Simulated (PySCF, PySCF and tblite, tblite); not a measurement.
# ethylboronic acid (C₂H₇BO₂): a path driven as rotation about a bond, and NMR exchange, part 2 of 3

PySCF and tblite. Atoms count from 0.

### Step 10. Shieldings, end: PBE0/pcSseg-1

What the job is given:

```
{"job": {"kind": "nmr", "xc": "PBE0", "basis": "pcSseg-1", "pop": false}, "charge": 0, "multiplicity": 1}
C     -1.314388    -0.764595    -0.178989
C     -0.513944     0.336882     0.505285
B      0.990832     0.485815     0.043514
O      1.568915    -0.303809    -0.912002
O      1.762057     1.446720     0.619598
H     -2.351626    -0.818840     0.185756
H     -0.869364    -1.759985    -0.009047
H     -1.373162    -0.610481    -1.270209
H     -1.000602     1.317748     0.361654
H     -0.508870     0.191094     1.600068
H      0.959753    -0.956493    -1.269183
H      2.655444     1.439697     0.258017
```

The program printed:

```text
coarse grid: 9776 points
cycle   1  E = -255.3401847432  dE =  4.914e-01  |g| = 8.638e-01  |ddm| = 2.817e+00
cycle   2  E = -255.2382452070  dE =  1.019e-01  |g| = 1.164e+00  |ddm| = 1.277e+00
cycle   3  E = -255.4780735666  dE = -2.398e-01  |g| = 7.623e-02  |ddm| = 7.603e-01
cycle   4  E = -255.4791743673  dE = -1.101e-03  |g| = 2.985e-02  |ddm| = 7.308e-02
cycle   5  E = -255.4793874174  dE = -2.131e-04  |g| = 5.053e-03  |ddm| = 2.439e-02
cycle   6  E = -255.4793929522  dE = -5.535e-06  |g| = 1.043e-03  |ddm| = 4.466e-03
final grid: 93648 points
cycle   7  E = -255.5256992190  dE = -3.596e-05  |g| = 8.453e-03  |ddm| = 2.276e-02
cycle   8  E = -255.5256877981  dE =  1.142e-05  |g| = 1.141e-02  |ddm| = 1.294e-02
cycle   9  E = -255.5257146616  dE = -2.686e-05  |g| = 7.068e-04  |ddm| = 7.279e-03
cycle  10  E = -255.5257147510  dE = -8.937e-08  |g| = 1.944e-04  |ddm| = 5.446e-04
cycle  11  E = -255.5257147589  dE = -7.912e-09  |g| = 3.139e-05  |ddm| = 1.547e-04
cycle  12  E = -255.5257147591  dE = -2.080e-10  |g| = 8.883e-06  |ddm| = 2.966e-05
converged SCF energy = -255.5257147591

GIAO shielding tensors (ppm)
atom      isotropic    diamagn.    paramagn.     s11        s22        s33       span
  0 C      175.427     248.758     -73.330    168.735    170.873    186.674     17.938
  1 C      177.878     253.104     -75.226    169.489    175.356    188.789     19.300
  2 B       68.780     194.061    -125.281     47.604     66.701     92.036     44.432
  3 O      210.099     390.157    -180.058     82.564    255.268    292.464    209.900
  4 O      218.805     385.334    -166.528    114.878    264.888    276.650    161.771
  5 H       30.060      28.994       1.065     25.194     27.678     37.307     12.114
  6 H       30.648      31.020      -0.372     26.703     28.623     36.617      9.915
  7 H       30.647      31.011      -0.364     26.704     28.623     36.614      9.911
  8 H       30.451      31.254      -0.803     25.489     29.416     36.449     10.960
  9 H       30.446      31.265      -0.819     25.477     29.420     36.441     10.964
 10 H       27.073      33.272      -6.199     19.880     26.715     34.625     14.745
 11 H       27.544      29.699      -2.155     21.677     23.568     37.388     15.711
```

Wall time 6.9 s (1 thread of Intel Xeon Platinum 8375C at 2.90GHz, shared host); peak memory 0.56 GiB.

In short: HOMO -8.74 eV, LUMO 1.08 eV; dipole 1.41 D.

### Step 11. Barriers, rates and exchange

What the job is given:

```
{"job": {"smiles": "CCB(O)O", "charge": 0, "mult": 1, "motion": "rotation", "what": "boronate", "atoms": [2, 3], "drives": [{"terms": [["t", [1, 2, 3, 10], 0.5], ["t", [4, 2, 3, 10], 0.5]], "by": 180, "n": 12}], "study": "path", "level": {"kind": "nmr", "xc": "PBE0", "basis": "pcSseg-1"}, "fields": [90, 100, 600], "first": 5, "seed": 202, "refine": {"xc": "PBE0", "basis": "def2-SVP"}, "kind": "path"}, "charge": 0, "multiplicity": 1}
C     -1.514327    -0.640842    -0.219361
C     -0.584586     0.292755     0.555859
B      0.922206     0.316849     0.027166
O      1.381357    -0.719451    -0.714830
O      1.693330     1.381574     0.365907
H     -2.508942    -0.649547     0.222084
H     -1.118987    -1.652730    -0.213280
H     -1.598107    -0.318666    -1.254148
H     -0.992168     1.304611     0.545706
H     -0.573979    -0.014795     1.604390
H      2.293015    -0.680456    -1.007205
H      2.602385     1.380011     0.061683
```

The program printed:

```text
stationary points (kcal/mol above the start)
  n  kind          group   xTB      DFT    lowest mode
  0  minimum      C1       0.00     0.00      17.7
  1  saddle       C1       8.03     6.70    -615.9
  2  minimum      Cs      -2.16    -3.60      50.4

GFN2-xTB energies: T/K, barrier G, reaction G (kcal/mol), k forward, k back (1/s)
 150.00     7.08    -1.73        152      0.904
 200.00     7.12    -1.67   6.92e+04   2.08e+03
 250.00     7.17    -1.60   2.84e+06   2.27e+05
 298.15     7.21    -1.53    3.2e+07    4.8e+06
 350.00     7.27    -1.46   2.09e+08   5.12e+07
 400.00     7.34    -1.39   8.16e+08   2.83e+08
 500.00     7.49    -1.25   5.57e+09   3.17e+09

PBE0-D3(BJ)/def2-SVP energies: T/K, barrier G, reaction G (kcal/mol), k forward, k back (1/s)
 150.00     5.63    -3.03   1.94e+04       1.49
 200.00     5.67    -2.96   2.63e+06   3.03e+03
 250.00     5.72    -2.90   5.21e+07   3.06e+05
 298.15     5.77    -2.83   3.67e+08   6.18e+06
 350.00     5.83    -2.76   1.67e+09   6.34e+07
 400.00     5.89    -2.69   5.03e+09   3.42e+08
 500.00     6.04    -2.55   2.39e+10   3.68e+09

PBE0/pcSseg-1 + D3(BJ) energies: T/K, barrier G, reaction G (kcal/mol), k forward, k back (1/s)
 150.00     5.75    -3.17   1.33e+04      0.636
 200.00     5.79    -3.11   1.98e+06    1.6e+03
 250.00     5.83    -3.04   4.15e+07   1.83e+05
 298.15     5.88    -2.97   3.03e+08   4.02e+06
 350.00     5.94    -2.90   1.42e+09    4.4e+07
 400.00     6.01    -2.83   4.36e+09   2.48e+08
 500.00     6.15    -2.69   2.13e+10   2.85e+09
```

Run time: 3.6 min. Hardware: 1 thread of Intel Xeon Platinum 8375C at 2.90GHz, shared host; peak memory 0.56 GiB. This counts the whole study up to here.

Barriers by level (kcal/mol; entropies in cal/(mol K)). Zero-point and thermal terms come from xTB in every row. ΔG‡ leaves symmetry out; the rate counts one path; effective ΔG‡, where given, is the barrier that would give that rate by Eyring's equation alone:

| level | ΔE‡ | with zero-point | ΔH‡ | ΔS‡ | ΔG‡ (298 K) | ΔE of reaction | k at 298 K (1/s) | effective ΔG‡ |
| --- | --- | --- | --- | --- | --- | --- | --- | --- |
| GFN2-xTB | 8.03 | 7.00 | 6.88 | -1.1 | 7.21 | -2.16 | 3.2e+07 | 7.21 |
| PBE0-D3(BJ)/def2-SVP | 6.59 | 5.55 | 5.44 | -1.1 | 5.77 | -3.46 | 3.7e+08 | 5.77 |
| PBE0/pcSseg-1 + D3(BJ) | 6.70 | 5.66 | 5.55 | -1.1 | 5.88 | -3.60 | 3e+08 | 5.88 |

Sites that the driver pairs across this motion, and where their lines would merge (no couplings; faster rotations, inversion at nitrogen or exchange between molecules can average them sooner):

| nucleus | sites: shielding (ppm) | proton frequency (MHz) | spread (Hz) | coalescence (K) | lines at 298 K |
| --- | --- | --- | --- | --- | --- |
| $^{1}$H | H10: 28.50; H10 (end): 27.07 | 600 | 854 | not given | – |
| $^{1}$H | H11: 28.51; H11 (end): 27.54 | 600 | 581 | not given | – |
| $^{17}$O | O4: 214.6; O4 (end): 218.8 | 600 | 345 | not given | – |
| $^{13}$C | C1: 176.7; C1 (end): 177.9 | 600 | 179 | not given | – |
| $^{11}$B | B2: 69.4; B2 (end): 68.8 | 600 | 110 | not given | – |
| $^{13}$C | C0: 174.8; C0 (end): 175.4 | 600 | 93 | not given | – |
| $^{1}$H | H5, H6, H7: 30.35; H5, H6, H7 (end): 30.45 | 600 | 60 | not given | – |
| $^{1}$H | H8: 30.51; H9: 30.54; H8, H9 (end): 30.45 | 600 | 53 | not given | – |

A dash: the driver gave no coalescence for this row (it judged the minor form too scarce).

Rows that set an atom against itself at the end compare its shielding in the two forms.

Lines of quadrupolar nuclei are broad, so their coalescence could hardly be seen.

### Step 12. Shieldings, start: HSE06/pcSseg-1

What the job is given:

```
{"job": {"kind": "nmr", "xc": "HSE06", "basis": "pcSseg-1", "pop": false}, "charge": 0, "multiplicity": 1}
C     -1.504151    -0.683093    -0.180175
C     -0.587731     0.319800     0.507530
B      0.909359     0.333516     0.019322
O      1.315292    -0.591957    -0.900857
O      1.747105     1.276834     0.549189
H     -2.528474    -0.651680     0.222523
H     -1.131514    -1.712124    -0.063779
H     -1.567401    -0.492179    -1.262484
H     -0.979502     1.348174     0.407468
H     -0.566819     0.145744     1.599557
H      2.240717    -0.538642    -1.156857
H      2.654317     1.244921     0.232537
```

The program printed:

```text
coarse grid: 9776 points
cycle   1  E = -255.3387752535  dE =  4.840e-01  |g| = 9.213e-01  |ddm| = 2.837e+00
cycle   2  E = -255.1846161692  dE =  1.542e-01  |g| = 1.303e+00  |ddm| = 1.480e+00
cycle   3  E = -255.4970880704  dE = -3.125e-01  |g| = 7.212e-02  |ddm| = 9.098e-01
cycle   4  E = -255.4979076501  dE = -8.196e-04  |g| = 3.496e-02  |ddm| = 7.255e-02
cycle   5  E = -255.4981974579  dE = -2.898e-04  |g| = 6.316e-03  |ddm| = 2.938e-02
cycle   6  E = -255.4982037442  dE = -6.286e-06  |g| = 2.397e-03  |ddm| = 5.016e-03
final grid: 93648 points
cycle   7  E = -255.5432440238  dE = -3.520e-05  |g| = 6.619e-03  |ddm| = 1.869e-02
cycle   8  E = -255.5432340055  dE =  1.002e-05  |g| = 9.869e-03  |ddm| = 1.077e-02
cycle   9  E = -255.5432532532  dE = -1.925e-05  |g| = 9.806e-04  |ddm| = 6.206e-03
cycle  10  E = -255.5432534543  dE = -2.012e-07  |g| = 2.061e-04  |ddm| = 7.502e-04
cycle  11  E = -255.5432534628  dE = -8.436e-09  |g| = 2.942e-05  |ddm| = 1.508e-04
cycle  12  E = -255.5432534629  dE = -1.287e-10  |g| = 1.517e-05  |ddm| = 2.659e-05
converged SCF energy = -255.5432534629

GIAO shielding tensors (ppm)
atom      isotropic    diamagn.    paramagn.     s11        s22        s33       span
  0 C      174.073     245.833     -71.759    167.190    171.599    183.431     16.240
  1 C      176.012     251.208     -75.196    166.342    174.471    187.221     20.879
  2 B       68.973     195.188    -126.215     47.223     69.353     90.343     43.120
  3 O      210.269     387.939    -177.670    123.462    252.733    254.611    131.148
  4 O      214.346     385.655    -171.308    127.435    249.321    266.282    138.847
  5 H       30.410      28.367       2.044     25.515     28.162     37.554     12.039
  6 H       30.279      29.721       0.559     26.014     28.694     36.130     10.115
  7 H       30.371      29.701       0.670     26.237     28.510     36.367     10.130
  8 H       30.518      30.735      -0.217     25.601     29.747     36.205     10.604
  9 H       30.542      30.644      -0.102     25.707     29.634     36.285     10.578
 10 H       28.527      31.158      -2.631     23.367     23.790     38.423     15.056
 11 H       28.543      30.657      -2.115     23.215     23.801     38.612     15.397
```

Run time: 14 s. Hardware: 1 thread of Intel Xeon Platinum 8375C at 2.90GHz, shared host; peak memory 0.56 GiB.

Key values: HOMO -8.28 eV, LUMO 0.25 eV; dipole 2.58 D.

### Step 13. Single-point energy, saddle of leg 1: HSE06/pcSseg-1

What the job is given:

```
{"job": {"kind": "sp", "xc": "HSE06", "basis": "pcSseg-1", "pop": false}, "charge": 0, "multiplicity": 1}
C     -1.374754    -0.786079    -0.080935
C     -0.590443     0.401037     0.467376
B      0.912349     0.477272     0.001515
O      1.291020     0.108947    -1.278928
O      1.834105     1.000804     0.854583
H     -2.441349    -0.742740     0.189150
H     -0.984602    -1.742388     0.305619
H     -1.310538    -0.828711    -1.179390
H     -1.051200     1.343351     0.110453
H     -0.645940     0.453604     1.566655
H      1.666322    -0.767517    -1.383906
H      2.695030     1.082420     0.427809
```

The program printed:

```text
coarse grid: 9776 points
cycle   1  E = -255.3278882815  dE =  4.811e-01  |g| = 9.280e-01  |ddm| = 2.832e+00
cycle   2  E = -255.1650420605  dE =  1.628e-01  |g| = 1.326e+00  |ddm| = 1.570e+00
cycle   3  E = -255.4862796174  dE = -3.212e-01  |g| = 8.907e-02  |ddm| = 1.013e+00
cycle   4  E = -255.4876374884  dE = -1.358e-03  |g| = 4.063e-02  |ddm| = 8.660e-02
cycle   5  E = -255.4880072084  dE = -3.697e-04  |g| = 9.371e-03  |ddm| = 3.136e-02
cycle   6  E = -255.4880208740  dE = -1.367e-05  |g| = 3.970e-03  |ddm| = 8.183e-03
cycle   7  E = -255.4880229294  dE = -2.055e-06  |g| = 5.914e-04  |ddm| = 2.668e-03
final grid: 93648 points
cycle   8  E = -255.5325370377  dE = -3.653e-05  |g| = 5.399e-03  |ddm| = 1.816e-02
cycle   9  E = -255.5325326858  dE =  4.352e-06  |g| = 6.816e-03  |ddm| = 9.055e-03
cycle  10  E = -255.5325441694  dE = -1.148e-05  |g| = 3.456e-04  |ddm| = 5.025e-03
cycle  11  E = -255.5325441771  dE = -7.744e-09  |g| = 2.833e-04  |ddm| = 3.734e-04
cycle  12  E = -255.5325441911  dE = -1.401e-08  |g| = 3.607e-05  |ddm| = 1.852e-04
cycle  13  E = -255.5325441914  dE = -2.576e-10  |g| = 8.334e-06  |ddm| = 3.321e-05
converged SCF energy = -255.5325441914
```

It took 9.2 s on 1 thread of Intel Xeon Platinum 8375C at 2.90GHz, shared host; peak memory 0.54 GiB.

In short: HOMO -7.87 eV, LUMO 0.53 eV; dipole 1.90 D.

### Step 14. Shieldings, end: HSE06/pcSseg-1

What the job is given:

```
{"job": {"kind": "nmr", "xc": "HSE06", "basis": "pcSseg-1", "pop": false}, "charge": 0, "multiplicity": 1}
C     -1.314388    -0.764595    -0.178989
C     -0.513944     0.336882     0.505285
B      0.990832     0.485815     0.043514
O      1.568915    -0.303809    -0.912002
O      1.762057     1.446720     0.619598
H     -2.351626    -0.818840     0.185756
H     -0.869364    -1.759985    -0.009047
H     -1.373162    -0.610481    -1.270209
H     -1.000602     1.317748     0.361654
H     -0.508870     0.191094     1.600068
H      0.959753    -0.956493    -1.269183
H      2.655444     1.439697     0.258017
```

The program printed:

```text
coarse grid: 9776 points
cycle   1  E = -255.3517094218  dE =  4.811e-01  |g| = 9.040e-01  |ddm| = 2.831e+00
cycle   2  E = -255.2008562543  dE =  1.509e-01  |g| = 1.289e+00  |ddm| = 1.424e+00
cycle   3  E = -255.5018911415  dE = -3.010e-01  |g| = 8.985e-02  |ddm| = 8.930e-01
cycle   4  E = -255.5034097958  dE = -1.519e-03  |g| = 3.512e-02  |ddm| = 8.874e-02
cycle   5  E = -255.5037107575  dE = -3.010e-04  |g| = 5.934e-03  |ddm| = 2.925e-02
cycle   6  E = -255.5037184189  dE = -7.661e-06  |g| = 1.329e-03  |ddm| = 5.571e-03
final grid: 93648 points
cycle   7  E = -255.5487869760  dE = -4.497e-05  |g| = 5.799e-03  |ddm| = 2.424e-02
cycle   8  E = -255.5487826632  dE =  4.313e-06  |g| = 7.229e-03  |ddm| = 9.531e-03
cycle   9  E = -255.5487953079  dE = -1.264e-05  |g| = 3.384e-04  |ddm| = 5.207e-03
cycle  10  E = -255.5487953172  dE = -9.260e-09  |g| = 2.873e-04  |ddm| = 4.220e-04
cycle  11  E = -255.5487953315  dE = -1.427e-08  |g| = 4.025e-05  |ddm| = 1.815e-04
cycle  12  E = -255.5487953318  dE = -3.042e-10  |g| = 5.816e-06  |ddm| = 3.102e-05
converged SCF energy = -255.5487953318

GIAO shielding tensors (ppm)
atom      isotropic    diamagn.    paramagn.     s11        s22        s33       span
  0 C      174.703     248.680     -73.978    167.955    170.117    186.036     18.082
  1 C      177.206     252.992     -75.786    168.782    174.634    188.203     19.422
  2 B       68.389     194.017    -125.628     47.268     66.409     91.490     44.222
  3 O      209.813     390.287    -180.474     82.536    255.068    291.834    209.297
  4 O      218.552     385.454    -166.902    114.843    264.867    275.944    161.101
  5 H       30.061      28.981       1.080     25.213     27.690     37.280     12.067
  6 H       30.651      31.026      -0.375     26.721     28.636     36.595      9.873
  7 H       30.650      31.017      -0.367     26.723     28.635     36.592      9.869
  8 H       30.456      31.241      -0.784     25.512     29.433     36.424     10.912
  9 H       30.451      31.252      -0.801     25.500     29.438     36.416     10.916
 10 H       27.105      33.301      -6.196     19.918     26.740     34.656     14.738
 11 H       27.573      29.712      -2.138     21.715     23.604     37.401     15.686
```

It took 14 s on 1 thread of Intel Xeon Platinum 8375C at 2.90GHz, shared host; peak memory 0.56 GiB.

This run: HOMO -8.35 eV, LUMO 0.69 eV; dipole 1.41 D.

### Step 15. Second level: HSE06/pcSseg-1 + D3(BJ)

What the job is given:

```
{"job": {"smiles": "CCB(O)O", "charge": 0, "mult": 1, "motion": "rotation", "what": "boronate", "atoms": [2, 3], "drives": [{"terms": [["t", [1, 2, 3, 10], 0.5], ["t", [4, 2, 3, 10], 0.5]], "by": 180, "n": 12}], "study": "path", "level": {"kind": "nmr", "xc": "HSE06", "basis": "pcSseg-1", "wide": true}, "fields": [90, 100, 600], "first": 5, "seed": 202, "refine": {"xc": "PBE0", "basis": "def2-SVP"}, "kind": "pathvar"}, "charge": 0, "multiplicity": 1}
C     -1.514327    -0.640842    -0.219361
C     -0.584586     0.292755     0.555859
B      0.922206     0.316849     0.027166
O      1.381357    -0.719451    -0.714830
O      1.693330     1.381574     0.365907
H     -2.508942    -0.649547     0.222084
H     -1.118987    -1.652730    -0.213280
H     -1.598107    -0.318666    -1.254148
H     -0.992168     1.304611     0.545706
H     -0.573979    -0.014795     1.604390
H      2.293015    -0.680456    -1.007205
H      2.602385     1.380011     0.061683
```

The program printed:

```text
stationary points (kcal/mol above the start)
  n  kind          group   xTB      DFT    lowest mode
  0  minimum      C1       0.00     0.00      17.7
  1  saddle       C1       8.03     6.69    -615.9
  2  minimum      Cs      -2.16    -3.54      50.4

GFN2-xTB energies: T/K, barrier G, reaction G (kcal/mol), k forward, k back (1/s)
 150.00     7.08    -1.73        152      0.904
 200.00     7.12    -1.67   6.92e+04   2.08e+03
 250.00     7.17    -1.60   2.84e+06   2.27e+05
 298.15     7.21    -1.53    3.2e+07    4.8e+06
 350.00     7.27    -1.46   2.09e+08   5.12e+07
 400.00     7.34    -1.39   8.16e+08   2.83e+08
 500.00     7.49    -1.25   5.57e+09   3.17e+09

PBE0-D3(BJ)/def2-SVP energies: T/K, barrier G, reaction G (kcal/mol), k forward, k back (1/s)
 150.00     5.63    -3.03   1.94e+04       1.49
 200.00     5.67    -2.96   2.63e+06   3.03e+03
 250.00     5.72    -2.90   5.21e+07   3.06e+05
 298.15     5.77    -2.83   3.67e+08   6.18e+06
 350.00     5.83    -2.76   1.67e+09   6.34e+07
 400.00     5.89    -2.69   5.03e+09   3.42e+08
 500.00     6.04    -2.55   2.39e+10   3.68e+09

PBE0/pcSseg-1 + D3(BJ) energies: T/K, barrier G, reaction G (kcal/mol), k forward, k back (1/s)
 150.00     5.75    -3.17   1.33e+04      0.636
 200.00     5.79    -3.11   1.98e+06    1.6e+03
 250.00     5.83    -3.04   4.15e+07   1.83e+05
 298.15     5.88    -2.97   3.03e+08   4.02e+06
 350.00     5.94    -2.90   1.42e+09    4.4e+07
 400.00     6.01    -2.83   4.36e+09   2.48e+08
 500.00     6.15    -2.69   2.13e+10   2.85e+09

HSE06/pcSseg-1 + D3(BJ) energies: T/K, barrier G, reaction G (kcal/mol), k forward, k back (1/s)
 150.00     5.73    -3.11   1.39e+04      0.816
 200.00     5.77    -3.05   2.05e+06   1.93e+03
 250.00     5.82    -2.98   4.27e+07   2.13e+05
 298.15     5.87    -2.91   3.11e+08   4.56e+06
 350.00     5.93    -2.84   1.45e+09    4.9e+07
 400.00     5.99    -2.77   4.44e+09   2.73e+08
 500.00     6.14    -2.63   2.16e+10   3.07e+09
```

Run time: 4.3 min. Hardware: 1 thread of Intel Xeon Platinum 8375C at 2.90GHz, shared host; peak memory 0.56 GiB. This counts the runs that the step sums up.

Barriers by level (kcal/mol; entropies in cal/(mol K)). Zero-point and thermal terms come from xTB in every row. ΔG‡ leaves symmetry out; the rate counts one path; effective ΔG‡, where given, is the barrier that would give that rate by Eyring's equation alone:

| level | ΔE‡ | with zero-point | ΔH‡ | ΔS‡ | ΔG‡ (298 K) | ΔE of reaction | k at 298 K (1/s) | effective ΔG‡ |
| --- | --- | --- | --- | --- | --- | --- | --- | --- |
| GFN2-xTB | 8.03 | 7.00 | 6.88 | -1.1 | 7.21 | -2.16 | 3.2e+07 | 7.21 |
| PBE0-D3(BJ)/def2-SVP | 6.59 | 5.55 | 5.44 | -1.1 | 5.77 | -3.46 | 3.7e+08 | 5.77 |
| PBE0/pcSseg-1 + D3(BJ) | 6.70 | 5.66 | 5.55 | -1.1 | 5.88 | -3.60 | 3e+08 | 5.88 |
| HSE06/pcSseg-1 + D3(BJ) | 6.69 | 5.65 | 5.53 | -1.1 | 5.87 | -3.54 | 3.1e+08 | 5.87 |

### Step 16. Shieldings, start: PBE0/pcSseg-1 in acetonitrile

What the job is given:

```
{"job": {"kind": "nmr", "xc": "PBE0", "basis": "pcSseg-1", "solvent": "acetonitrile", "pop": false}, "charge": 0, "multiplicity": 1}
C     -1.504151    -0.683093    -0.180175
C     -0.587731     0.319800     0.507530
B      0.909359     0.333516     0.019322
O      1.315292    -0.591957    -0.900857
O      1.747105     1.276834     0.549189
H     -2.528474    -0.651680     0.222523
H     -1.131514    -1.712124    -0.063779
H     -1.567401    -0.492179    -1.262484
H     -0.979502     1.348174     0.407468
H     -0.566819     0.145744     1.599557
H      2.240717    -0.538642    -1.156857
H      2.654317     1.244921     0.232537
```

The program printed:

```text
coarse grid: 9776 points
cycle   1  E = -255.3513169324  dE =  4.697e-01  |g| = 8.576e-01  |ddm| = 2.824e+00
cycle   2  E = -255.2607563813  dE =  9.056e-02  |g| = 1.129e+00  |ddm| = 1.218e+00
cycle   3  E = -255.4863542573  dE = -2.256e-01  |g| = 6.410e-02  |ddm| = 6.994e-01
cycle   4  E = -255.4870881328  dE = -7.339e-04  |g| = 2.666e-02  |ddm| = 5.986e-02
cycle   5  E = -255.4872561189  dE = -1.680e-04  |g| = 4.682e-03  |ddm| = 2.146e-02
cycle   6  E = -255.4872605071  dE = -4.388e-06  |g| = 1.424e-03  |ddm| = 3.958e-03
final grid: 93648 points
cycle   7  E = -255.5334235294  dE = -2.906e-05  |g| = 8.319e-03  |ddm| = 1.779e-02
cycle   8  E = -255.5334135804  dE =  9.949e-06  |g| = 1.109e-02  |ddm| = 1.214e-02
cycle   9  E = -255.5334380655  dE = -2.449e-05  |g| = 6.950e-04  |ddm| = 6.654e-03
cycle  10  E = -255.5334381561  dE = -9.063e-08  |g| = 1.832e-04  |ddm| = 5.213e-04
cycle  11  E = -255.5334381623  dE = -6.184e-09  |g| = 6.644e-05  |ddm| = 1.459e-04
cycle  12  E = -255.5334381630  dE = -7.045e-10  |g| = 1.886e-05  |ddm| = 4.573e-05
converged SCF energy = -255.5334381630

GIAO shielding tensors (ppm)
atom      isotropic    diamagn.    paramagn.     s11        s22        s33       span
  0 C      175.444     246.362     -70.918    168.678    172.527    185.127     16.448
  1 C      177.277     251.827     -74.551    167.691    175.150    188.989     21.297
  2 B       69.416     194.583    -125.167     49.074     68.532     90.641     41.567
  3 O      215.697     389.966    -174.269    117.461    255.274    274.355    156.894
  4 O      219.695     387.660    -167.965    122.494    267.330    269.261    146.767
  5 H       30.347      28.385       1.962     25.399     28.061     37.581     12.182
  6 H       30.361      29.863       0.498     26.107     28.722     36.253     10.146
  7 H       30.418      29.805       0.613     26.288     28.498     36.467     10.179
  8 H       30.564      30.864      -0.300     25.628     29.776     36.288     10.660
  9 H       30.551      30.744      -0.193     25.696     29.622     36.336     10.641
 10 H       27.142      30.414      -3.272     21.199     22.475     37.753     16.554
 11 H       27.164      29.949      -2.785     21.098     22.478     37.917     16.819
```

It took 7.3 s on 1 thread of Intel Xeon Platinum 8375C at 2.90GHz, shared host; peak memory 0.57 GiB.

This run: HOMO -8.73 eV, LUMO 1.39 eV; dipole 3.13 D.

(Part 2 of 3 ends here.)
